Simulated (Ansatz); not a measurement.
# BrFH: the cost of one run

Program: Ansatz 0.2.0, Gaussian basis. Level of theory: the settings change from run to run. These are calculated values, not measurements.

11 further runs of the same task are left out: 10 that didn't finish, 1 set aside as unsound or not needed.

## 1. What is computed

The geometry derives from fragments relaxed apart (PBE0/def2-TZVP) and kept rigid, so it is no stationary point. A hydrogen atom is moved between rigid fragments. No spin-orbit coupling is included. The filled d shell of Br may be among the frozen orbitals whatever the setting's name suggests; the logs give the count.

3 atoms, charge 0, spin multiplicity 2.

Atoms are counted from 1 here; the program's logs count them from 0.

Bond lengths: Br1–H2 1.421 Å.

## 2. CCSDT(Q) on UHF/STO-3G

Input file in.yaml:

```yaml
crystal:
  periodic: [false, false, false]
  atoms:
    - {symbol: Br, position_ang: [0.000000, 0.000000, -1.477867]}
    - {symbol: H, position_ang: [0.000000, 0.000000, -0.057267]}
    - {symbol: F, position_ang: [0.000000, 0.000000, 1.535133]}
basis:
  gaussian: {orbitals: STO-3G}
magnetization: {spin_polarized: true, initial_magnetization: 1}
correlation: {method: ccsdt_q, electrons: all}
```

Started as:

```
$ ansatz run in.yaml --threads 1 --pin off --events-out ev --progress --plain --max-ram 2393MiB
```

**Question.** How long does this run take on 1 thread of Intel Xeon Platinum 8259CL at 2.50GHz, shared host, and how much memory does it need?

About 7.5 s, with a peak of 0.33 GiB.
